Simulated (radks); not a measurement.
# Ag⁸⁺ in [Kr] 4d2.5 5s0.5: an all-electron calculation

The task here is to estimate one member of a computed series from the others.

Program: radks (a radial shooting solver on a logarithmic mesh, Libxc functionals) version 1. Level of theory: Dirac Kohn-Sham, PBEsol, spin-unpolarised, spherical densities, point nucleus; open shells are shared between the two j in proportion to 2j + 1. These are calculated values, not measurements, unless marked.

## Starting point

| Item | Value |
| --- | --- |
| element | silver (Z = 47) |
| charge | +8 |
| electrons | 39 |
| configuration | [Kr] 4d2.5 5s0.5 |

The first run:

Input:

```text
Z 47
configuration [Kr] 4d2.5 5s0.5
relativity Dirac
functional pbe_sol,pbe_sol
spin unpolarised
j_filling average
nucleus point
c 137.035999084
```

One of the session's tables, all rows but one given; the rest of the session is left out.

It belongs to the step «Orbitals and density». Sizes of the orbitals, from the radial functions (bohr):

| level | <r> | outermost maximum (interpolated) | 90 % within | nodes |
| --- | --- | --- | --- | --- |
| 1s1/2 | 0.03112 | 0.0202 | 0.0558 | 0 |
| 2s1/2 | 0.1346 | 0.114 | 0.208 | 1 |
| 2p1/2 | 0.1141 | 0.0882 | 0.187 | 0 |
| 2p3/2 | 0.1192 | 0.0925 | 0.194 | 0 |
| 3s1/2 | 0.3679 | 0.333 | 0.542 | 2 |
| 3p1/2 | 0.3594 | 0.319 | 0.542 | 1 |
| 3p3/2 | 0.3702 | 0.329 | 0.557 | 1 |
| 3d3/2 | ? | ? | ? | ? |
| 3d5/2 | 0.3459 | 0.274 | 0.547 | 0 |
| 4s1/2 | 0.8701 | 0.807 | 1.25 | 3 |
| 4p1/2 | 0.9109 | 0.835 | 1.32 | 2 |
| 4p3/2 | 0.9334 | 0.856 | 1.35 | 2 |
| 4d3/2 | 1.043 | 0.928 | 1.55 | 1 |
| 4d5/2 | 1.051 | 0.935 | 1.56 | 1 |
| 5s1/2 | 1.797 | 1.73 | 2.52 | 4 |

**Question.** Estimate the row for 3d3/2.

The run gave: <r>: 0.3424; outermost maximum (interpolated): 0.271; 90 % within: 0.542; nodes: 0. In the column «<r>» it lies between 2s1/2 (0.1346) and 3d5/2 (0.3459).
